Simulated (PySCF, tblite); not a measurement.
# Cu3F3: changes of charge, part 2 of 2

tblite 0.8.0 and PySCF 2.14.0. Atoms count from 0. The steps go on from the part before.

### 8 Infrared spectrum with GFN2-xTB

Job settings and geometry (Å):

```
{"job": {"kind": "ir", "xc": "GFN2-xTB", "basis": "xTB"}, "charge": -1, "multiplicity": 2}
Cu    -0.156173    -0.449778    -1.433663
F     -0.546214    -2.101900     2.442334
Cu    -0.247174    -0.961050     1.109588
F      0.889226     3.091400     0.637251
Cu     0.409945     1.414198     0.283422
F     -0.338434    -0.986120    -3.120354
```

The program printed:

```text
mode    cm-1     km/mol
  1      30.4      3.69
  2      31.0      3.95
  3      70.5     14.92
  4     128.8      0.00
  5     136.2     11.18
  6     136.3     11.22
  7     137.7      0.01
  8     137.8      0.01
  9     151.0      0.00
 10     478.8    256.02
 11     479.0    256.59
 12     483.9      0.23
ZPE 14.363  H(298)-E 43.311  G(298)-E -83.145 kJ/mol  S 424.13 J/(mol K)
```

Run time: 0.25 s. Hardware: 1 thread of Arm Neoverse V1, shared host.

The strongest bands and the atoms that carry them (share of the mass-weighted mode):

| cm⁻¹ | km/mol | atoms |
| --- | --- | --- |
| 30 | 3.7 | F5 45 %, F1 21 %, Cu4 13 % |
| 31 | 4.0 | F3 41 %, F1 30 %, Cu0 14 % |
| 70 | 14.9 | F5 26 %, F1 26 %, F3 26 % |
| 136 | 11.2 | Cu0 38 %, Cu2 23 %, Cu4 14 %, F5 12 % |
| 136 | 11.2 | Cu4 36 %, Cu2 27 %, F3 12 %, Cu0 11 % |
| 479 | 256.0 | F3 47 %, F1 27 %, Cu4 15 % |
| 479 | 256.6 | F5 46 %, F1 24 %, Cu0 15 % |
| 484 | 0.2 | F5 26 %, F1 24 %, F3 23 % |

### 9 Geometry optimisation at PBE0-D3(BJ)/ma-def2-SVP

This step treats Cu3F3− (doublet).

Job settings and geometry (Å):

```
{"job": {"xc": "PBE0", "basis": "ma-def2-SVP", "d3": "d3bj", "grid": 1, "kind": "geom"}, "charge": -1, "multiplicity": 2}
Cu    -0.358331    -1.303118    -0.543498
F     -0.429495    -1.638066     1.332763
Cu     0.085205     0.196034     1.432423
F      0.565361     1.927573     0.789853
Cu     0.275457     1.108157    -0.908319
F     -0.133266    -0.287811    -2.141495
```

The program printed:

```text
step   0  E = -5219.36720488  max force = 0.015161
step   1  E = -5219.36870916  max force = 0.008795
step   2  E = -5219.37064582  max force = 0.003210
step   3  E = -5219.36901037  max force = 0.012051
step   4  E = -5219.37076947  max force = 0.003635
step   5  E = -5219.37099566  max force = 0.000483
step   6  E = -5219.37097202  max force = 0.000999
step   7  E = -5219.37099440  max force = 0.000452
step   8  E = -5219.37099716  max force = 0.000398
optimisation converged
```

Wall time 5.7 min (1 thread of Arm Neoverse V1, shared host); peak memory 0.8 GiB.

Step by step: (the energy doesn't fall at every step)

| step | energy from step 0 (eV) | largest force component (eV/Å) |
| --- | --- | --- |
| 0 | 0.0000 | 0.7796 |
| 1 | -0.0409 | 0.4523 |
| 2 | -0.0936 | 0.1651 |
| 3 | -0.0491 | 0.6197 |
| 4 | -0.0970 | 0.1869 |
| 5 | -0.1032 | 0.0248 |
| 6 | -0.1025 | 0.0514 |
| 7 | -0.1031 | 0.0232 |
| 8 | -0.1032 | 0.0205 |

Distances of close pairs at the start and the end, largest changes first:

| bond | before (Å) | after (Å) | change (Å) |
| --- | --- | --- | --- |
| Cu0–F1 | 1.907 | 1.983 | +0.076 |
| Cu2–F3 | 1.908 | 1.983 | +0.075 |
| Cu0–F5 | 1.907 | 1.979 | +0.072 |
| F1–Cu2 | 1.908 | 1.980 | +0.072 |
| Cu4–F5 | 1.907 | 1.979 | +0.072 |
| F3–Cu4 | 1.908 | 1.979 | +0.071 |
| Cu0–Cu2 | 2.520 | 2.487 | -0.033 |
| Cu0–Cu4 | 2.520 | 2.488 | -0.031 |

The next job starts from the end point, and lists it.

| at the end point | value |
| --- | --- |
| point group (found at 0.08 Å tolerance) | D3h |
| rotational constants (GHz, main isotopes) | 1.488, 1.482, 0.743 |
| ⟨S²⟩ | 0.763 |

### 10 Single point (Cu3F3): BP86-D3(BJ)/ma-def2-SVP

Geometry: PBE0-D3(BJ)/ma-def2-SVP, that of another charge or spin state.

Job settings and geometry (Å):

```
{"job": {"kind": "sp", "xc": "BP86", "basis": "ma-def2-SVP", "d3": "d3bj", "grid": 2}, "charge": 0, "multiplicity": 1}
Cu    -0.328367    -1.261158    -0.606870
F     -0.427272    -1.794597     1.300624
Cu     0.065838     0.118713     1.424110
F      0.524542     1.985138     0.935051
Cu     0.260696     1.145383    -0.837120
F     -0.090511    -0.190562    -2.254090
```

The program printed:

```text
coarse grid: 38224 points
cycle   1  E = -5210.5553077548  dE =  9.441e+00  |g| = 8.079e+00  |ddm| = 1.312e+01
cycle   2  E = -5187.2525821114  dE =  2.330e+01  |g| = 1.019e+01  |ddm| = 3.196e+01
cycle   3  E = -5216.2040498463  dE = -2.895e+01  |g| = 5.176e+00  |ddm| = 2.998e+01
cycle   4  E = -5221.0335788948  dE = -4.830e+00  |g| = 8.531e-01  |ddm| = 4.522e+00
cycle   5  E = -5221.0887160468  dE = -5.514e-02  |g| = 4.969e-01  |ddm| = 1.105e+00
cycle   6  E = -5221.1144411624  dE = -2.573e-02  |g| = 3.058e-01  |ddm| = 5.404e-01
cycle   7  E = -5221.1265555138  dE = -1.211e-02  |g| = 1.670e-01  |ddm| = 3.959e-01
cycle   8  E = -5221.1252601273  dE =  1.295e-03  |g| = 1.958e-01  |ddm| = 3.446e-01
cycle   9  E = -5221.1311460175  dE = -5.886e-03  |g| = 2.637e-02  |ddm| = 1.943e-01
cycle  10  E = -5221.1312561060  dE = -1.101e-04  |g| = 1.039e-02  |ddm| = 4.495e-02
cycle  11  E = -5221.1311792750  dE =  7.683e-05  |g| = 2.433e-02  |ddm| = 3.264e-02
cycle  12  E = -5221.1312715893  dE = -9.231e-05  |g| = 5.266e-03  |ddm| = 2.664e-02
cycle  13  E = -5221.1312760341  dE = -4.445e-06  |g| = 7.960e-04  |ddm| = 4.634e-03
final grid: 73928 points
cycle  14  E = -5221.1310260582  dE =  7.622e-07  |g| = 2.972e-03  |ddm| = 4.134e-03
cycle  15  E = -5221.1310093293  dE =  1.673e-05  |g| = 1.068e-02  |ddm| = 1.326e-02
cycle  16  E = -5221.1310270251  dE = -1.770e-05  |g| = 1.740e-03  |ddm| = 1.101e-02
cycle  17  E = -5221.1310274903  dE = -4.652e-07  |g| = 3.194e-04  |ddm| = 1.866e-03
cycle  18  E = -5221.1310275071  dE = -1.679e-08  |g| = 6.949e-05  |ddm| = 3.662e-04
cycle  19  E = -5221.1310275079  dE = -8.422e-10  |g| = 1.884e-05  |ddm| = 1.025e-04
converged SCF energy = -5221.1310275079
```

Run time: 28 s. Hardware: 1 thread of Arm Neoverse V1, shared host.

### 11 Single point (Cu3F3− (doublet)): BP86-D3(BJ)/ma-def2-SVP

Geometry: PBE0-D3(BJ)/ma-def2-SVP.

Job settings and geometry (Å):

```
{"job": {"kind": "sp", "xc": "BP86", "basis": "ma-def2-SVP", "d3": "d3bj", "grid": 2}, "charge": -1, "multiplicity": 2}
Cu    -0.328367    -1.261158    -0.606870
F     -0.427272    -1.794597     1.300624
Cu     0.065838     0.118713     1.424110
F      0.524542     1.985138     0.935051
Cu     0.260696     1.145383    -0.837120
F     -0.090511    -0.190562    -2.254090
```

The program printed:

```text
final grid: 73928 points
cycle   1  E = -5219.4848068588  dE =  1.650e+00  |g| = 2.212e+00  |ddm| = 7.998e+00
cycle   2  E = -5216.8274938161  dE =  2.657e+00  |g| = 3.308e+00  |ddm| = 9.459e+00
cycle   3  E = -5221.0314185252  dE = -4.204e+00  |g| = 4.953e-01  |ddm| = 3.287e+00
cycle   4  E = -5220.9133725231  dE =  1.180e-01  |g| = 8.510e-01  |ddm| = 1.707e+00
cycle   5  E = -5221.1539483080  dE = -2.406e-01  |g| = 2.129e-01  |ddm| = 7.008e-01
cycle   6  E = -5221.1688202643  dE = -1.487e-02  |g| = 1.298e-01  |ddm| = 4.109e-01
cycle   7  E = -5221.1715862515  dE = -2.766e-03  |g| = 9.386e-02  |ddm| = 2.679e-01
cycle   8  E = -5221.1742754371  dE = -2.689e-03  |g| = 2.807e-02  |ddm| = 1.273e-01
cycle   9  E = -5221.1745432473  dE = -2.678e-04  |g| = 9.367e-03  |ddm| = 6.373e-02
cycle  10  E = -5221.1745687767  dE = -2.553e-05  |g| = 4.031e-03  |ddm| = 1.326e-02
cycle  11  E = -5221.1745610276  dE =  7.749e-06  |g| = 5.985e-03  |ddm| = 1.362e-02
cycle  12  E = -5221.1745742085  dE = -1.318e-05  |g| = 2.992e-04  |ddm| = 9.094e-03
cycle  13  E = -5221.1745741901  dE =  1.842e-08  |g| = 3.582e-04  |ddm| = 1.583e-03
cycle  14  E = -5221.1745742633  dE = -7.317e-08  |g| = 7.594e-05  |ddm| = 1.090e-03
cycle  15  E = -5221.1745742668  dE = -3.489e-09  |g| = 1.228e-05  |ddm| = 2.203e-04
converged SCF energy = -5221.1745742668
```

It took 2.7 min on 1 thread of Arm Neoverse V1, shared host; peak memory 0.73 GiB.

### 12 Single point (Cu₃F₃): BP86-D3(BJ)/ma-def2-SVP in dichloromethane

Geometry: PBE0-D3(BJ)/ma-def2-SVP.

Job settings and geometry (Å):

```
{"job": {"kind": "sp", "xc": "BP86", "basis": "ma-def2-SVP", "d3": "d3bj", "grid": 2, "solvent": "dichloromethane"}, "charge": 0, "multiplicity": 1}
Cu    -0.358331    -1.303118    -0.543498
F     -0.429495    -1.638066     1.332763
Cu     0.085205     0.196034     1.432423
F      0.565361     1.927573     0.789853
Cu     0.275457     1.108157    -0.908319
F     -0.133266    -0.287811    -2.141495
```

The program printed:

```text
final grid: 73928 points
cycle   1  E = -5221.1565081590  dE = -1.274e-03  |g| = 7.781e-02  |ddm| = 5.161e-01
cycle   2  E = -5221.1506035278  dE =  5.905e-03  |g| = 2.066e-01  |ddm| = 2.330e-01
cycle   3  E = -5221.1575461866  dE = -6.943e-03  |g| = 2.787e-02  |ddm| = 1.551e-01
cycle   4  E = -5221.1576425965  dE = -9.641e-05  |g| = 1.140e-02  |ddm| = 4.382e-02
cycle   5  E = -5221.1576625198  dE = -1.992e-05  |g| = 1.849e-03  |ddm| = 1.575e-02
cycle   6  E = -5221.1576619010  dE =  6.188e-07  |g| = 2.733e-03  |ddm| = 4.291e-03
cycle   7  E = -5221.1576630670  dE = -1.166e-06  |g| = 8.574e-05  |ddm| = 2.900e-03
cycle   8  E = -5221.1576630678  dE = -7.531e-10  |g| = 3.413e-05  |ddm| = 1.294e-04
converged SCF energy = -5221.1576630678
```

It took 6.2 s on 1 thread of Arm Neoverse V1, shared host; peak memory 0.73 GiB.

### 13 Single point (Cu3F3− (doublet)): BP86-D3(BJ)/ma-def2-SVP in dichloromethane

Geometry: PBE0-D3(BJ)/ma-def2-SVP.

Job settings and geometry (Å):

```
{"job": {"kind": "sp", "xc": "BP86", "basis": "ma-def2-SVP", "d3": "d3bj", "grid": 2, "solvent": "dichloromethane"}, "charge": -1, "multiplicity": 2}
Cu    -0.328367    -1.261158    -0.606870
F     -0.427272    -1.794597     1.300624
Cu     0.065838     0.118713     1.424110
F      0.524542     1.985138     0.935051
Cu     0.260696     1.145383    -0.837120
F     -0.090511    -0.190562    -2.254090
```

The program printed:

```text
final grid: 73928 points
cycle   1  E = -5221.2440875978  dE = -1.498e-03  |g| = 8.354e-02  |ddm| = 4.759e-01
cycle   2  E = -5221.2186109542  dE =  2.548e-02  |g| = 2.890e-01  |ddm| = 5.455e-01
cycle   3  E = -5221.2460951808  dE = -2.748e-02  |g| = 5.046e-02  |ddm| = 4.543e-01
cycle   4  E = -5221.2468688589  dE = -7.737e-04  |g| = 6.975e-03  |ddm| = 5.780e-02
cycle   5  E = -5221.2468864317  dE = -1.757e-05  |g| = 2.459e-03  |ddm| = 1.486e-02
cycle   6  E = -5221.2468847478  dE =  1.684e-06  |g| = 3.454e-03  |ddm| = 7.050e-03
cycle   7  E = -5221.2468886779  dE = -3.930e-06  |g| = 2.301e-04  |ddm| = 4.691e-03
cycle   8  E = -5221.2468887229  dE = -4.497e-08  |g| = 1.300e-04  |ddm| = 1.015e-03
cycle   9  E = -5221.2468887278  dE = -4.842e-09  |g| = 8.790e-05  |ddm| = 2.311e-04
converged SCF energy = -5221.2468887278
```

Run time: 9.6 s. Hardware: 1 thread of Arm Neoverse V1, shared host; peak memory 0.73 GiB.

### 14 Changes of charge: BP86-D3(BJ)/ma-def2-SVP

This step combines the energies above: geometries from PBE0-D3(BJ)/ma-def2-SVP, zero-point and thermal terms from GFN2-xTB.

Job settings and geometry (Å):

```
{"job": {"kind": "rx", "dirs": [-1], "deep": 3, "geom": {"xc": "PBE0", "basis": "ma-def2-SVP", "d3": "d3bj", "grid": 1}, "level": {"xc": "BP86", "basis": "ma-def2-SVP", "d3": "d3bj", "solvents": ["dichloromethane"]}}, "charge": 0, "multiplicity": 1}
Cu    -0.358331    -1.303118    -0.543498
F     -0.429495    -1.638066     1.332763
Cu     0.085205     0.196034     1.432423
F      0.565361     1.927573     0.789853
Cu     0.275457     1.108157    -0.908319
F     -0.133266    -0.287811    -2.141495
```

Output (the driver's rows laid out field by field):

```text
ionisation and electron attachment, BP86-D3(BJ)/ma-def2-SVP // PBE0-D3(BJ)/ma-def2-SVP

row 1
  change                  reduction
  charge                  -1
  multiplicity            2
  vertical_ev             0.9489
  vertical_s2             0.751
  formula                 Cu3F3
  kept                    yes
  pieces                  1
  point_group             D3h
  faults                  thermal_terms_from_another_structure
  adiabatic_electronic_ev 1.1066
  adiabatic_ev            1.1153
  free_energy_ev          1.1615
  s2                      0.751
  bonds_moved             0 1 1.907 1.983; 2 3 1.908 1.983; 0 5 1.907 1.979; 1 2 1.908 1.98
  spin_on                 2 Cu 0.261; 0 Cu 0.26; 4 Cu 0.258
  charge_moved            2 Cu -0.272; 0 Cu -0.272; 4 Cu -0.269
  vertical_back_ev        1.185
  relaxation_parent_ev    0.0784
  relaxation_ion_ev       0.1577
  reorganisation_ev       0.2361
  solution                solvent dichloromethane, absolute_potential_v 2.4829, solvation_parent_kj -62.37, solvation_ion_kj -189.86
```

It took 15 min on 1 thread of Arm Neoverse V1, shared host; peak memory 0.73 GiB.

Energy taken up on oxidation, or given off on reduction (eV; adiabatic with zero-point energy):

| change | product | vertical | adiabatic | free energy | reorganisation | ⟨S²⟩ |
| --- | --- | --- | --- | --- | --- | --- |
| reduction (multiplicity 2) | Cu3F3 | 0.95 | 1.12 | 1.16 | 0.24 | 0.75 |

On reduction to multiplicity 2 charge changes most on Cu2 (-0.27 e), Cu0 (-0.27 e), Cu4 (-0.27 e); the spin sits on Cu2 (0.26), Cu0 (0.26), Cu4 (0.26); the bond Cu0–F1 goes from 1.907 to 1.983 Å; the absolute potential is 2.48 V in dichloromethane.

The driver flags rows whose values are rough: thermal terms taken from another structure (reduction).

### 15 Results

This closing draws on all 2 parts.

| quantity | value |
| --- | --- |
| strongest single infrared mode (GFN2-xTB) | 415 cm⁻¹, 132 km/mol |
| zero-point energy (GFN2-xTB) | 3.6 kcal/mol |
| point group | D3h |
| rotational constants (main isotopes) | 1.52, 1.52, 0.76 GHz |
| electron affinity (BP86-D3(BJ)/ma-def2-SVP) | vertical 0.95 eV, adiabatic 1.12 eV |

No mode is imaginary among the 12: a minimum at this level. Unscaled tight-binding wavenumbers are off by several per cent, some by more. Its intensities can rank the bands wrongly. The optimisation took 8 steps and gained 0.036 eV; among the close pairs (by a distance rule), Cu0–Cu2 changed most, from 2.591 to 2.520 Å (PBE0/ma-def2-SVP). At BP86-D3(BJ)/ma-def2-SVP, relaxation with the zero-point term after reduction moves the energy given off from 0.95 eV (vertical) to 1.12 eV (adiabatic, with zero-point energy). The driver flags rows whose values are rough: thermal terms taken from another structure (reduction).
